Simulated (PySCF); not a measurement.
**C₁₃H₇N: field gradients at the nuclei**

How much do the quadrupole couplings of C₁₃H₇N depend on the level of theory? Each job file holds the settings and the coordinates that a driver script hands to the program.

Method: the levels named in each step, in PySCF 2.14.0, density-fitted response routines.

**1. Starting point**

Bond lengths (14 of 23 bonds, heavy atoms first): N1–C2 1.149 Å, C2–C3 1.399 Å, C3–C4 1.368 Å, C4–C5 1.448 Å, C5–C6 1.376 Å, C6–C7 1.408 Å, C7–C8 1.376 Å, C8–C9 1.414 Å, C9–C10 1.415 Å, C10–C11 1.374 Å, C11–C12 1.410 Å, C3–C13 1.467 Å, C12–C13 1.372 Å, C5–C14 1.413 Å. Angles (14 of 37 angles, heavy atoms first): N1–C2–C3 178.9°, C2–C3–C4 126.8°, C2–C3–C13 124.1°, C4–C3–C13 109.1°, C3–C4–C5 109.0°, C4–C5–C6 136.0°, C4–C5–C14 106.1°, C6–C5–C14 117.9°, C5–C6–C7 118.4°, C6–C7–C8 123.1°, C7–C8–C9 120.2°, C8–C9–C10 128.8°, C8–C9–C14 115.5°, C10–C9–C14 115.6°.

As a file:

```xyz
21

N     4.0865   -1.1345   -0.4023
C     3.0590   -0.6310   -0.3022
C     1.7956   -0.0416   -0.1801
C     1.5140    1.2966   -0.1598
C     0.0846    1.4759   -0.0182
C    -0.7749    2.5469    0.0634
C    -2.1520    2.2903    0.2041
C    -2.6769    1.0199    0.2639
C    -1.8244   -0.1057    0.1827
C    -2.1625   -1.4791    0.2252
C    -1.1796   -2.4351    0.1320
C     0.1880   -2.1207   -0.0067
C     0.5446   -0.7971   -0.0510
C    -0.4689    0.1769    0.0440
H     2.2343    2.0912   -0.2358
H    -0.4216    3.5671    0.0240
H    -2.8222    3.1359    0.2687
H    -3.7422    0.8776    0.3744
H    -3.1969   -1.7718    0.3320
H    -1.4588   -3.4784    0.1669
H     0.9194   -2.9127   -0.0738
```

**2. Geometry, PBE0-D3(BJ)/def2-SVP**

Contents of job.txt:

```
{"job": {"xc": "PBE0", "basis": "def2-SVP", "d3": "d3bj", "grid": 2, "kind": "geom"}, "charge": 0, "multiplicity": 1}
N      4.086500    -1.134500    -0.402350
C      3.058990    -0.631050    -0.302230
C      1.795590    -0.041630    -0.180090
C      1.514040     1.296600    -0.159820
C      0.084590     1.475920    -0.018170
C     -0.774850     2.546950     0.063370
C     -2.152000     2.290340     0.204050
C     -2.676880     1.019940     0.263930
C     -1.824440    -0.105680     0.182720
C     -2.162540    -1.479060     0.225210
C     -1.179620    -2.435080     0.132020
C      0.188040    -2.120670    -0.006680
C      0.544640    -0.797070    -0.050990
C     -0.468870     0.176900     0.044040
H      2.234310     2.091190    -0.235770
H     -0.421580     3.567140     0.023990
H     -2.822210     3.135900     0.268740
H     -3.742150     0.877640     0.374360
H     -3.196940    -1.771760     0.331950
H     -1.458760    -3.478420     0.166890
H      0.919420    -2.912670    -0.073800
```

What it wrote:

```text
step   0  E = -553.31232588  max force = 0.028192
step   1  E = -553.31462684  max force = 0.003742
step   2  E = -553.31446471  max force = 0.005339
step   3  E = -553.31474924  max force = 0.001338
step   4  E = -553.31474711  max force = 0.001189
step   5  E = -553.31476371  max force = 0.000255
optimisation converged
```

It took 2.3 min on 8 threads of Intel Xeon Platinum 8488C (Sapphire Rapids), shared host; peak memory 1.6 GiB.

It ended at:

```xyz
21

N     4.1266   -1.1459   -0.4138
C     3.0899   -0.6339   -0.3101
C     1.8066   -0.0409   -0.1823
C     1.5262    1.3054   -0.1610
C     0.0851    1.4791   -0.0163
C    -0.7793    2.5560    0.0653
C    -2.1689    2.3033    0.2070
C    -2.6914    1.0213    0.2670
C    -1.8278   -0.1060    0.1860
C    -2.1743   -1.4860    0.2288
C    -1.1869   -2.4512    0.1341
C     0.1900   -2.1259   -0.0071
C     0.5467   -0.7946   -0.0507
C    -0.4681    0.1790    0.0467
H     2.2644    2.1028   -0.2400
H    -0.4188    3.5867    0.0233
H    -2.8496    3.1553    0.2710
H    -3.7692    0.8765    0.3766
H    -3.2205   -1.7832    0.3363
H    -1.4710   -3.5054    0.1687
H     0.9357   -2.9217   -0.0780
```

**3. Field gradients, PBE0/def2-TZVPP**

Contents of job.txt:

```
{"job": {"kind": "efgt", "xc": "PBE0", "basis": "def2-TZVPP"}, "charge": 0, "multiplicity": 1}
N      4.126620    -1.145869    -0.413773
C      3.089875    -0.633896    -0.310106
C      1.806637    -0.040908    -0.182285
C      1.526156     1.305441    -0.161009
C      0.085086     1.479053    -0.016330
C     -0.779332     2.555965     0.065281
C     -2.168937     2.303283     0.207026
C     -2.691414     1.021329     0.266991
C     -1.827758    -0.106026     0.185978
C     -2.174320    -1.486013     0.228766
C     -1.186854    -2.451167     0.134083
C      0.189994    -2.125871    -0.007101
C      0.546686    -0.794572    -0.050726
C     -0.468116     0.178985     0.046682
H      2.264369     2.102848    -0.240048
H     -0.418797     3.586738     0.023297
H     -2.849561     3.155333     0.271010
H     -3.769214     0.876531     0.376627
H     -3.220518    -1.783234     0.336269
H     -1.470990    -3.505369     0.168722
H      0.935669    -2.921653    -0.077983
```

What it wrote:

```text
coarse grid: 19520 points
cycle   1  E = -553.8377140191  dE =  2.809e+00  |g| = 5.169e-01  |ddm| = 4.665e+00
cycle   2  E = -553.7021637410  dE =  1.356e-01  |g| = 9.498e-01  |ddm| = 2.866e+00
cycle   3  E = -553.8969865128  dE = -1.948e-01  |g| = 1.965e-01  |ddm| = 2.138e+00
cycle   4  E = -553.9046542936  dE = -7.668e-03  |g| = 8.230e-02  |ddm| = 2.416e-01
cycle   5  E = -553.9060659023  dE = -1.412e-03  |g| = 3.751e-02  |ddm| = 1.066e-01
cycle   6  E = -553.9064178278  dE = -3.519e-04  |g| = 7.505e-03  |ddm| = 3.124e-02
cycle   7  E = -553.9064322227  dE = -1.439e-05  |g| = 2.564e-03  |ddm| = 1.371e-02
cycle   8  E = -553.9064338398  dE = -1.617e-06  |g| = 9.227e-04  |ddm| = 3.178e-03
final grid: 266096 points
cycle   9  E = -553.8721496762  dE = -1.204e-04  |g| = 7.536e-03  |ddm| = 3.248e-01
cycle  10  E = -553.8721483495  dE =  1.327e-06  |g| = 7.643e-03  |ddm| = 2.370e-02
cycle  11  E = -553.8721622472  dE = -1.390e-05  |g| = 2.313e-03  |ddm| = 8.567e-03
cycle  12  E = -553.8721635801  dE = -1.333e-06  |g| = 6.609e-04  |ddm| = 2.406e-03
cycle  13  E = -553.8721636884  dE = -1.083e-07  |g| = 2.125e-04  |ddm| = 9.822e-04
cycle  14  E = -553.8721636980  dE = -9.603e-09  |g| = 7.595e-05  |ddm| = 4.596e-04
cycle  15  E = -553.8721636990  dE = -1.005e-09  |g| = 3.826e-05  |ddm| = 9.789e-05
cycle  16  E = -553.8721636994  dE = -3.729e-10  |g| = 8.015e-06  |ddm| = 4.091e-05
converged SCF energy = -553.8721636994

Field-gradient tensors (au): xx yy zz xy xz yz
  0 N    -0.65090    0.24853    0.40238    0.56435    0.10603   -0.05680
  1 C    -0.27717    0.08674    0.19043    0.23893    0.04712   -0.02391
  2 C     0.04489   -0.17144    0.12655   -0.03256    0.00858    0.00491
  3 C    -0.11927   -0.19590    0.31518   -0.01658    0.04456    0.00436
  4 C    -0.08568   -0.21040    0.29608    0.02139    0.03889    0.00059
  5 C    -0.18746   -0.18580    0.37325    0.02221    0.05710    0.00082
  6 C    -0.13132   -0.17660    0.30791   -0.01434    0.04491    0.00417
  7 C    -0.14491   -0.20704    0.35195   -0.02012    0.05082    0.00520
  8 C    -0.17966   -0.14789    0.32755   -0.00907    0.05190    0.00359
  9 C    -0.16501   -0.17455    0.33956    0.03777    0.05142   -0.00093
 10 C    -0.14765   -0.16365    0.31130    0.02694    0.04679   -0.00004
 11 C    -0.16859   -0.20651    0.37509   -0.00680    0.05562    0.00400
 12 C    -0.05529   -0.22210    0.27739    0.04920    0.03378   -0.00217
 13 C    -0.14762   -0.12641    0.27403   -0.00553    0.04316    0.00277
 14 H     0.05656    0.09230   -0.14886    0.21046   -0.02217   -0.02262
 15 H    -0.08916    0.23720   -0.14803    0.12924   -0.00672   -0.01514
 16 H     0.02928    0.12139   -0.15066   -0.20221   -0.01721    0.01890
 17 H     0.27162   -0.12575   -0.14588    0.05436   -0.04290   -0.00563
 18 H     0.24876   -0.10219   -0.14656    0.10837   -0.04103   -0.01124
 19 H    -0.10405    0.25548   -0.15143    0.10448   -0.00544   -0.01285
 20 H     0.05704    0.08849   -0.14552   -0.20531   -0.01951    0.01942
```

Run time: 87 s. Hardware: 8 threads of Intel Xeon Platinum 8488C (Sapphire Rapids), shared host; peak memory 4.2 GiB.

**4. Field gradients, PBE/def2-TZVPP**

Edit job.txt of step 3 so:

```diff
@@ -1,2 +1,2 @@
-{"job": {"kind": "efgt", "xc": "PBE0", "basis": "def2-TZVPP"}, "charge": 0, "multiplicity": 1}
+{"job": {"kind": "efgt", "xc": "PBE", "basis": "def2-TZVPP"}, "charge": 0, "multiplicity": 1}
 N      4.126620    -1.145869    -0.413773
```

What it wrote:

```text
coarse grid: 19520 points
cycle   1  E = -553.7605779084  dE =  2.207e+00  |g| = 6.742e-01  |ddm| = 4.783e+00
cycle   2  E = -553.4668787929  dE =  2.937e-01  |g| = 1.299e+00  |ddm| = 5.573e+00
cycle   3  E = -553.8145852189  dE = -3.477e-01  |g| = 5.256e-01  |ddm| = 4.706e+00
cycle   4  E = -553.8735879212  dE = -5.900e-02  |g| = 1.433e-01  |ddm| = 6.894e-01
cycle   5  E = -553.8769386912  dE = -3.351e-03  |g| = 8.850e-02  |ddm| = 2.934e-01
cycle   6  E = -553.8788615371  dE = -1.923e-03  |g| = 2.932e-02  |ddm| = 8.613e-02
cycle   7  E = -553.8790877548  dE = -2.262e-04  |g| = 1.039e-02  |ddm| = 6.015e-02
cycle   8  E = -553.8791153273  dE = -2.757e-05  |g| = 3.997e-03  |ddm| = 1.112e-02
cycle   9  E = -553.8791195921  dE = -4.265e-06  |g| = 1.323e-03  |ddm| = 6.260e-03
final grid: 266096 points
cycle  10  E = -553.8381360677  dE = -1.886e-04  |g| = 1.351e-02  |ddm| = 4.469e-01
cycle  11  E = -553.8380648747  dE =  7.119e-05  |g| = 2.009e-02  |ddm| = 6.609e-02
cycle  12  E = -553.8381569939  dE = -9.212e-05  |g| = 9.054e-03  |ddm| = 4.068e-02
cycle  13  E = -553.8381806892  dE = -2.370e-05  |g| = 1.892e-03  |ddm| = 9.478e-03
cycle  14  E = -553.8381814312  dE = -7.421e-07  |g| = 1.172e-03  |ddm| = 4.248e-03
cycle  15  E = -553.8381817933  dE = -3.620e-07  |g| = 3.048e-04  |ddm| = 1.498e-03
cycle  16  E = -553.8381818116  dE = -1.839e-08  |g| = 1.791e-04  |ddm| = 5.367e-04
cycle  17  E = -553.8381818199  dE = -8.206e-09  |g| = 4.723e-05  |ddm| = 2.588e-04
cycle  18  E = -553.8381818204  dE = -5.089e-10  |g| = 1.439e-05  |ddm| = 1.127e-04
converged SCF energy = -553.8381818204

Field-gradient tensors (au): xx yy zz xy xz yz
  0 N    -0.62092    0.23445    0.38648    0.53576    0.10144   -0.05390
  1 C    -0.25452    0.08182    0.17269    0.22271    0.04303   -0.02231
  2 C     0.04476   -0.16269    0.11794   -0.02765    0.00769    0.00432
  3 C    -0.10129   -0.17569    0.27698   -0.01638    0.03881    0.00403
  4 C    -0.08351   -0.20337    0.28689    0.01953    0.03774    0.00068
  5 C    -0.17236   -0.17178    0.34414    0.02222    0.05258    0.00058
  6 C    -0.12586   -0.16869    0.29455   -0.01461    0.04299    0.00407
  7 C    -0.13184   -0.19291    0.32475   -0.01933    0.04670    0.00489
  8 C    -0.17312   -0.13981    0.31293   -0.00905    0.04974    0.00345
  9 C    -0.15245   -0.16290    0.31535    0.03677    0.04767   -0.00103
 10 C    -0.14079   -0.15531    0.29610    0.02629    0.04454   -0.00010
 11 C    -0.15500   -0.19375    0.34875   -0.00659    0.05153    0.00376
 12 C    -0.05150   -0.21266    0.26416    0.04904    0.03204   -0.00228
 13 C    -0.13729   -0.11940    0.25670   -0.00505    0.04033    0.00259
 14 H     0.05659    0.09246   -0.14906    0.21015   -0.02219   -0.02259
 15 H    -0.08895    0.23678   -0.14783    0.12890   -0.00672   -0.01510
 16 H     0.02896    0.12095   -0.14991   -0.20180   -0.01710    0.01886
 17 H     0.27100   -0.12541   -0.14559    0.05425   -0.04281   -0.00562
 18 H     0.24812   -0.10198   -0.14615    0.10810   -0.04092   -0.01121
 19 H    -0.10404    0.25479   -0.15074    0.10421   -0.00537   -0.01281
 20 H     0.05693    0.08838   -0.14530   -0.20496   -0.01947    0.01939
```

Wall time 60 s (8 threads of Intel Xeon Platinum 8488C (Sapphire Rapids), shared host); peak memory 4.2 GiB.

(Part 1 of 2 ends here.)
